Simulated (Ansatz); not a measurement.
LiPb, space group R-3m: relaxations under a series of pressures, run with the Ansatz DFT code, driven from Python.

Contents of `POSCAR_lipb`:
```text
LiPb
1.0
   2.49350000    1.43962290    2.06266667
  -2.49350000    1.43962290    2.06266667
   0.00000000   -2.87924579    2.06266667
Li Pb
1 1
Direct
   0.50000000    0.50000000    0.50000000
   0.00000000    0.00000000    0.00000000
```

`lipb_compress.py`:
```python
"""Volume and enthalpy of LiPb against pressure."""

import ansatz as az
from ase.io import read
import numpy as np
import pandas as pd

CUTOFF = 380
XC = "r2scan"
DISPERSION = "d3bjatm"
SMEARING = "Gaussian"
SMEARING_WIDTH = 0.3
SCF_TOL = 1e-06
MAX_ITERATIONS = 100

def edges_and_angles(cell):
    cell = np.asarray(cell)
    a, b, c = np.linalg.norm(cell, axis=1)
    cosines = cell[1] @ cell[2] / (b * c), cell[0] @ cell[2] / (a * c), cell[0] @ cell[1] / (a * b)
    return (a, b, c, *np.degrees(np.arccos(cosines)))

atoms = read("POSCAR_lipb", format="vasp")
cell = az.Crystal.from_ase(atoms)

job = (
    cell.calculation()
    .kpoints(8, center="gamma")
    .basis(CUTOFF)
    .functional(XC, dispersion=DISPERSION)
    .accuracy("medium")
    .occupations(SMEARING, width=SMEARING_WIDTH)
    .mixing("broyden", preconditioner="none")
    .scf(tolerance=SCF_TOL, max_iterations=MAX_ITERATIONS, algorithm="density_mixing")
)

# H = F + PV, with 1 GPa A^3 = 1/160.21766 eV
rows = []
for pressure in [-2, 0, 2, 5, 10]:
    out = job.relax(cell=True, pressure=pressure, force_tolerance=0.05).run(threads=1, backend="cpu")
    cell = out.lattice.cell_ang
    n_atoms = len(out.lattice.sites)
    volume = abs(np.linalg.det(cell)) / n_atoms
    enthalpy = out.report["free_energy_ev"] / n_atoms + pressure * volume / 160.21766
    rows.append((pressure, volume, enthalpy, *edges_and_angles(cell)))
    print(f"{pressure} GPa done: {volume:.4f} A^3/atom")

table = pd.DataFrame(rows, columns=["P_GPa", "V_A3_atom", "H_eV_atom", "a", "b", "c", "alpha", "beta", "gamma"])
print(table.round(4).to_string(index=False))
p, v = np.array([row[0] for row in rows], float), np.array([row[1] for row in rows])
print("mean bulk modulus between rows (GPa):", np.round(-np.diff(p) / np.diff(np.log(v)), 1))
```

From its runs, with one value withheld:

| P (GPa) | relaxed V (Å³/atom) |
| --- | --- |
| -2 | 23.078 |
| 0 | 21.707 |
| 2 | ? |
| 5 | 19.517 |
| 10 | 18.139 |

What volume does the cell relax to at 2 GPa?

Murnaghan's form V = V0 (1 + B' P / B0)^(-1/B') through the 4 rows shown gives V0 = 21.709 Å³, B0 = 37.1 GPa and B' = 4.24, and so 20.681 Å³ an atom at 2 GPa. The run gave 20.671 Å³, 0.05 % away.

What to keep in mind:
- These settings explore the input space; cutoff and mesh may be short of convergence.
- The cutoff lies under the one recommended for these potentials.
- At a fixed pressure a relaxation lowers the enthalpy F + PV, while F alone can rise.
- Dispersion corrections can be off by several per cent in the lattices of metals, and by several GPa in the pressure at a fixed cell.
- For a metal this k-point mesh is coarse: on a finer one energies can move by several to tens of meV an atom and pressures by half a GPa or more, differences at one mesh by less.
- The program warned that this SCF threshold is loose for forces or stresses.
- The cell relaxed to the group Pm-3m; tensors and edges are in the axes of the typed cell.
- Spin-orbit coupling, which matters for elements this heavy, is left out.
- The starting cell is as deposited in a crystallographic database; the results hold for this polymorph, which needn't be the stable one.
- Symmetry holds the cell in this phase, whether or not it is the stable one at each pressure.
- It ran for 2.2 min on 1 thread of Arm Neoverse N1 (shared host), peak memory 0.56 GiB.
